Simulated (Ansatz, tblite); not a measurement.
**(CuOH)2 ring (Cu₂H₂O₂): rung by rung**

The task here is to estimate one member of a computed series from the others.

The runs use Ansatz 0.2.0, Gaussian basis; as each input shows.

Plan: GFN1-xTB, GFN2-xTB, PBE-D4/def2-TZVP, r2SCAN-D4/def2-TZVP, CAM-B3LYP-D4/def2-TZVP, PBE-QIDH/def2-TZVP, BHLYP-D4/def2-TZVP, ωB97X-V/def2-TZVP, HF/def2-TZVP, LC-ωPBE/def2-TZVP, r2SCANh-D4/def2-TZVP, PBE-D4/def2-SVP, PBE0-D4/def2-SVP, HF/STO-3G, HF/6-31G, B3LYP-D4/6-31G, PBE0-D4/def2-TZVPD, PBE-D4/def2-TZVPD, r2SCAN-D4/def2-TZVPD, CCSD(T)/def2-TZVPP, MP2/def2-TZVP, RPA/def2-TZVP.

### The structure

The geometry is that of the singlet, from an earlier relaxation (PBE-D4/def2-SVP).

6 atoms, charge 0, spin multiplicity 1.

Bond lengths: Cu1–O2 1.985 Å, Cu1–O4 1.985 Å, O2–Cu3 1.985 Å, O2–H5 0.977 Å, Cu3–O4 1.985 Å, O4–H6 0.977 Å. Angles: O2–Cu1–O4 110.6°, Cu1–O2–Cu3 69.4°, Cu1–O2–H5 113.0°, Cu3–O2–H5 113.0°, O2–Cu3–O4 110.6°, Cu1–O4–Cu3 69.4°, Cu1–O4–H6 113.1°, Cu3–O4–H6 113.1°.

As a file:

```mol
Cu2H2O2
  3D, bonds by distance, orders not assigned

  6  6  0  0  0  0  0  0  0  0999 V2000
    0.8794   -0.1433    0.6954 Cu  0  0
   -0.1488    1.5444    0.5060 O   0  0
   -0.8805    0.1424   -0.6940 Cu  0  0
    0.1493   -1.5444   -0.5067 O   0  0
   -0.7243    1.7295    1.2732 H   0  0
    0.7250   -1.7286   -1.2739 H   0  0
  1  2  8  0
  1  4  8  0
  2  3  8  0
  2  5  8  0
  3  4  8  0
  4  6  8  0
M  END
```

No spin-orbit coupling is included.

PBE0-D4/def2-TZVP was run before; its log isn't repeated, and its numbers join the tables.

The first run:

Tight binding, by tblite at 300 K electronic temperature and without a spin-polarisation term:

```python
tblite.interface.Calculator('GFN1-xTB', numbers, positions, charge=0, uhf=0).singlepoint()
```

Tight binding, by tblite at 300 K electronic temperature and without a spin-polarisation term:

```python
tblite.interface.Calculator('GFN2-xTB', numbers, positions, charge=0, uhf=0).singlepoint()
```

start.molden holds the orbitals of an earlier run on this state, given as this run's starting guess.

in.yaml reads:

```yaml
crystal:
  periodic: [false, false, false]
  atoms:
    - {symbol: Cu, position_ang: [0.879372, -0.143295, 0.695393]}
    - {symbol: O, position_ang: [-0.148784, 1.544429, 0.506024]}
    - {symbol: Cu, position_ang: [-0.880547, 0.142406, -0.693998]}
    - {symbol: O, position_ang: [0.149296, -1.544407, -0.506690]}
    - {symbol: H, position_ang: [-0.724283, 1.729467, 1.273196]}
    - {symbol: H, position_ang: [0.724955, -1.728610, -1.273924]}
basis:
  gaussian: {orbitals: def2-TZVP, initial_orbitals: start.molden}
hamiltonian: {xc: pbe, dispersion: d4}
scf: {omitted_lower_state_checks: [starts]}
output: {orbitals: {seedname: orbitals}}
```

Run with:

```console
> ansatz run in.yaml --threads 4 --pin off --events-out ev --progress --plain --max-ram 3916MiB
```

Among the steps run: PBE-D4/def2-TZVP; r2SCAN-D4/def2-TZVP; CAM-B3LYP-D4/def2-TZVP; PBE-QIDH/def2-TZVP; BHLYP-D4/def2-TZVP; ωB97X-V/def2-TZVP; HF/def2-TZVP; LC-ωPBE/def2-TZVP; r2SCANh-D4/def2-TZVP; PBE-D4/def2-SVP; PBE0-D4/def2-SVP; HF/STO-3G; HF/6-31G; B3LYP-D4/6-31G; PBE0-D4/def2-TZVPD; PBE-D4/def2-TZVPD; r2SCAN-D4/def2-TZVPD; CCSD(T)/def2-TZVPP; MP2/def2-TZVP; RPA/def2-TZVP.

One table of the session follows, with a row left open; its other results are not shown here.

```
                 level  HOMO (eV)  gap (eV)
             HF/STO-3G      -4.90      6.49
              HF/6-31G      -9.06     10.28
          HF/def2-TZVP          ?         ?
       PBE-D4/def2-SVP      -3.64      1.29
      PBE-D4/def2-TZVP      -4.36      1.54
     PBE-D4/def2-TZVPD      -4.45      1.54
   r2SCAN-D4/def2-TZVP      -4.39      1.88
  r2SCAN-D4/def2-TZVPD      -4.45      1.88
  r2SCANh-D4/def2-TZVP      -5.04      2.92
        B3LYP-D4/6-31G      -4.73      2.72
      PBE0-D4/def2-SVP      -5.30      3.96
     PBE0-D4/def2-TZVP      -5.94      4.18
    PBE0-D4/def2-TZVPD      -6.00      4.15
    BHLYP-D4/def2-TZVP      -7.60      6.63
CAM-B3LYP-D4/def2-TZVP      -7.51      6.57
     LC-ωPBE/def2-TZVP      -8.66      8.99
     ωB97X-V/def2-TZVP      -8.42      8.58
```

Estimate the missing values for HF/def2-TZVP.

**Answer.** HOMO (eV): -10.16; gap (eV): 11.16. In the column «HOMO (eV)» it is the lowest.
